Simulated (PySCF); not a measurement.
# C3H9Se: the cost of one run

Computed with PySCF 2.14.0 and routines of our own; the level stands in each step. Atoms count from 0.

## (1) The system as given

13 atoms, charge 1, multiplicity 1; geometry from: GFN2-xTB.

## (2) Geometry optimisation at PBE0-D3(BJ)/def2-SVP

The job: settings as JSON, then the geometry in Å.

```
{"job": {"xc": "PBE0", "basis": "def2-SVP", "d3": "d3bj", "grid": 1, "maxiter": 30, "shake": 0.01, "kind": "geom"}, "charge": 1, "multiplicity": 1}
C     -0.387220     1.604450     0.359950
Se    -0.221900    -0.188480     1.001880
C      1.564400    -0.544280     0.382380
C     -1.171490    -1.108610    -0.381790
H     -0.130210     1.674990    -0.705430
H      0.228310     2.285840     0.946980
H     -1.434160     1.936660     0.485540
H      1.693450    -0.279000    -0.667570
H      1.798610    -1.593100     0.560970
H      2.275820     0.046570     0.996740
H     -0.860790    -0.803970    -1.351540
H     -1.058630    -2.181790    -0.241270
H     -2.290360    -0.866170    -0.275750
```

Started as:

```sh
$ OMP_NUM_THREADS=1 python heavy_run.py task.json out
```

One launch serves the whole session: the jobs run in the order shown.

Q: Estimate the wall time and peak memory of this first job on 1 thread of Intel Xeon Platinum 8375C at 2.90GHz, shared host.

About 26 s, with a peak of 0.5 GiB.
